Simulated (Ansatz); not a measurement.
Working through a frozen displacement of one atom of BPt₂, space group P6_3/mmc

Program: Ansatz's Python interface.

Notebook, run cell by cell (the value of a cell's last expression is shown):

```python
import ansatz as az
from ase import Atoms
import numpy as np
```

```python
atoms = Atoms(
    ['B', 'B', 'Pt', 'Pt', 'Pt', 'Pt'],
    scaled_positions=[
        (2 / 3, 1 / 3, 0.75),
        (1 / 3, 2 / 3, 0.25),
        (2 / 3, 1 / 3, 0.383794),
        (1 / 3, 2 / 3, 0.616206),
        (1 / 3, 2 / 3, 0.883794),
        (2 / 3, 1 / 3, 0.116206),
    ],
    cell=[
        (2.928312, 0.0, 0.0),
        (-1.464156, 2.535993, 0.0),
        (0.0, 0.0, 10.357216),
    ],
    pbc=True,
)
cell = az.Crystal.from_ase(atoms)

cell.resolved().sites[-1]
```

    Site(symbol='Pt', position=(0.6666666666666666, 0.3333333333333333, 0.116206), moment=None, axis=None, held=None, saved=None)

```python
inverse = np.linalg.inv(np.array(cell.lattice.vectors))
home = np.array(cell.sites[5].position)
values = np.linspace(-0.02, 0.02, 5)
energies, pulls = [], []
for shift in values:
    moved = cell.move(5, to=home + shift * inverse[1])
    calculation = (
        moved.calculation()
        .functional(az.Functional.PBESOL)
        .kpoints(8, 8, 2, center='gamma')  # the mesh must be finer for metals
        .occupations('gaussian', width=0.15)  # fractional filling near the Fermi level
        .forces()  # minus the gradient of the free energy
    )
    report = calculation.run().report
    energies.append(report['free_energy_ev'])
    pulls.append(report['forces_ev_ang'][5][1])

# the force is minus the slope of the free energy
print('shift (A)   dE (eV)   force along y (eV/A)')
for shift, e, f in zip(values, energies, pulls):
    print(f'{shift:8.3f} {e - energies[2]:10.5f} {f:12.4f}')
print(f'stiffness from energies {2 * np.polyfit(values, energies, 2)[0]:.3f}, from forces {-np.polyfit(values, pulls, 1)[0]:.3f} eV/A^2')
```

    DeckWarning: basis.ecutwfc = 420 eV, auto-derived from the records' recommended cutoffs: set by B (normal level)
    shift (A)   dE (eV)   force along y (eV/A)
      -0.020    0.00061       0.0611
      -0.010    0.00015       0.0302
       0.000    0.00000      -0.0000
       0.010    0.00015      -0.0294
       0.020    0.00059      -0.0581
    stiffness from energies 2.980, from forces 2.981 eV/A^2

The curvature of the energy gives 2.980 eV/Å² and the slope of the force 2.981 eV/Å², a positive curvature.

What to keep in mind:
- No spin polarisation was allowed.
- For a metal this k-point mesh is coarse: on a finer one energies can move by several to tens of meV an atom and pressures by half a GPa or more, differences at one mesh by less.
- In a metal a curvature from energy changes of a few meV or less hangs on mesh and smearing, in size and even in sign.
- Spin-orbit coupling, which matters for elements this heavy, is left out.
- The structure comes from a database of computed cells and needn't be a stable or known phase.
- Warnings are shown shortened and without file and line.
- All periodic images of the atom move with it, so the curvature is one diagonal element of the zone-centre force constants and no normal mode; a positive value doesn't exclude soft modes in which several atoms move.
- Hardware and time: 37 s on 1 thread of Arm Neoverse V2, on a shared host, peak memory 0.43 GiB.
